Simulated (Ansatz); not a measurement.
# CH8B2InN: the cost of one run

Method: RKS LDA/def2-SVP, in Ansatz 0.2.0.

## 1. The structure to begin with

Bond lengths: C1–B2 1.600 Å, B2–B3 1.569 Å, B3–In4 2.328 Å, In4–N5 2.054 Å, C1–H6 1.088 Å, C1–H7 1.088 Å, C1–H8 1.092 Å, B2–H9 1.183 Å, B3–H10 1.166 Å, In4–H11 1.784 Å, N5–H12 1.014 Å, N5–H13 1.014 Å. Angles (14 of 18 angles, heavy atoms first): C1–B2–B3 120.2°, B2–B3–In4 101.0°, B3–In4–N5 119.5°, C1–B2–H9 114.1°, B3–B2–H9 125.0°, B2–C1–H6 114.1°, B2–C1–H7 110.4°, B2–C1–H8 109.8°, B2–B3–H10 144.8°, In4–B3–H10 114.0°, B3–In4–H11 128.3°, N5–In4–H11 110.7°, In4–N5–H12 116.8°, In4–N5–H13 116.7°.

Structure file:

```xyz
13

C    -0.3052    0.1710    1.8907
B     0.3968   -1.0782    1.1800
B     1.5266   -0.8490    0.1157
In    0.2607   -0.3650   -1.7776
N    -0.6956    1.4468   -1.9184
H     0.1458    1.1314    1.6480
H    -0.2792    0.0566    2.9728
H    -1.3596    0.2097    1.6113
H    -0.1249   -2.1160    1.4016
H     2.6774   -0.7542   -0.0471
H     0.2638   -1.2004   -3.3543
H    -1.1177    1.8082   -1.0702
H    -1.3889    1.5394   -2.6527
```

## 2. End point A

File input.yaml:

```yaml
crystal:
  periodic: [false, false, false]
  atoms:
    - { symbol: C, position_ang: [-0.30519, 0.17097, 1.89073] }
    - { symbol: B, position_ang: [0.39685, -1.07824, 1.18004] }
    - { symbol: B, position_ang: [1.52658, -0.84902, 0.11569] }
    - { symbol: In, position_ang: [0.26074, -0.36504, -1.77757] }
    - { symbol: "N", position_ang: [-0.69562, 1.44678, -1.91838] }
    - { symbol: H, position_ang: [0.14579, 1.13135, 1.64803] }
    - { symbol: H, position_ang: [-0.27922, 0.05661, 2.97284] }
    - { symbol: H, position_ang: [-1.35961, 0.20969, 1.61131] }
    - { symbol: H, position_ang: [-0.12492, -2.11602, 1.40159] }
    - { symbol: H, position_ang: [2.67743, -0.75422, -0.04705] }
    - { symbol: H, position_ang: [0.26378, -1.20043, -3.35433] }
    - { symbol: H, position_ang: [-1.11767, 1.80816, -1.07017] }
    - { symbol: H, position_ang: [-1.38895, 1.5394, -2.65273] }
basis:
  gaussian: { orbitals: def2-SVP }
hamiltonian:
  xc: lda
relax:
  f_tol: 0.015
  max_steps: 40
output:
  orbitals: {}
```

The run is started by

```console
$ ansatz run input.yaml --threads 2 --pin off --max-ram 3072MiB --backend cpu --events-out ev --progress --plain --runs-dir out
```

**Question.** How long does this run take on 2 threads of AMD EPYC 9R45 (Zen 5), shared host, and how much memory does it need?

About 26 s, with a peak of 0.19 GiB.
